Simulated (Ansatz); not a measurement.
**HfB+ (septet): from Hartree-Fock to the top rungs, def2-TZVPP**

One table from this session's results is given with a row withheld; the runs are named, their logs left out.

The runs use Ansatz 0.2.0, Gaussian basis; def2-TZVPP, core rule «outside noble gas», up to 5 orbitals frozen.

To be run: UHF; ROHF; CCSD(T) on UHF.

### The system

The geometry is a PBE0/def2-TZVP stationary point (not a proven minimum) of the parent state, kept for this charge and spin. No spin-orbit coupling is included. Elements past krypton take def2 core potentials.

2 atoms, charge 1, spin multiplicity 7.

Atoms are counted from 1 here; the program's logs count them from 0.

Bond lengths: Hf1–B2 2.127 Å.

Set-up of the first run:

in.yaml reads:

```yaml
crystal:
  periodic: [false, false, false]
  atoms:
    - {symbol: Hf, position_ang: [0.000000, 0.000000, 0.000000]}
    - {symbol: B, position_ang: [0.000000, 0.000000, 2.127400]}
basis:
  gaussian: {orbitals: def2-TZVPP}
total_charge: 1
magnetization: {spin_polarized: true, initial_magnetization: 6}
hamiltonian: {xc: hf}
output: {orbitals: {seedname: orbitals}}
```

Command:

```
> ansatz run in.yaml --threads 1 --pin off --events-out ev --progress --plain --max-ram 4096MiB --backend cpu
```

Steps of the session up to this table: UHF; ROHF; CCSD(T) on UHF.

One table of the session follows, with a row left open; its other results are not shown here.

| method | from UCCSD(T) (kcal/mol) |
| --- | --- |
| ROHF | +42.16 |
| UHF | +39.93 |
| UMP2 | +9.88 |
| UCCSD | ? |
| UCCSD(T) | 0 |

**Question.** Estimate the row for UCCSD.

**Answer.** from UCCSD(T) (kcal/mol): +1.41. In the column «from UCCSD(T) (kcal/mol)» it lies between UCCSD(T) (0) and UMP2 (+9.88).
